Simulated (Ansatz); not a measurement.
# GaB+ (doublet): relaxing a cheap start

Where does this start of GaB+ (doublet) end when it is relaxed?

Computed with Ansatz 0.2.0, Gaussian basis. Level: UKS PBE0/def2-TZVP.

**1. The starting structure**

2 atoms, charge 1, spin multiplicity 2.

Atoms are counted from 1 here; the program's logs count them from 0.

Bond lengths: B1–Ga2 1.916 Å.

Geometry (Å):

```tsv
atom	x (Å)	y (Å)	z (Å)
B1	0.0000	0.0000	0.0000
Ga2	0.0000	0.0000	1.9158
```

The start is set by covalent radii. Sticks and bond lists go by distance. No spin-orbit coupling is included. 

**2. Relaxation**

File in.yaml:

```yaml
crystal:
  periodic: [false, false, false]
  atoms:
    - {symbol: B, position_ang: [0.000000, 0.000000, 0.000000]}
    - {symbol: Ga, position_ang: [0.000000, 0.000000, 1.915800]}
basis:
  gaussian: {orbitals: def2-TZVP}
total_charge: 1
magnetization: {spin_polarized: true, initial_magnetization: 1}
hamiltonian: {xc: pbe0}
relax: {f_tol: 0.004, max_steps: 80}
```

The run is started by

```
$ ansatz run in.yaml --threads 1 --pin off --events-out ev --progress --plain --max-ram 2176MiB
```

**Question.** What will these runs give? Wanted: energy gained; shift from the start; total energy; ⟨S²⟩.

As calculated:

```
                  quantity           value
                     steps               7
             energy gained        1.102 eV
shift from the start (rms)         0.429 Å
              total energy  -53034.5404 eV
                      ⟨S²⟩           0.760
```

In words: By distance, B1–Ga2 opened. B1–Ga2 went from 1.916 to 2.773 Å. No vibrations were run, so this is a stationary point, not a proven minimum, and this spin need not be the ground state's.
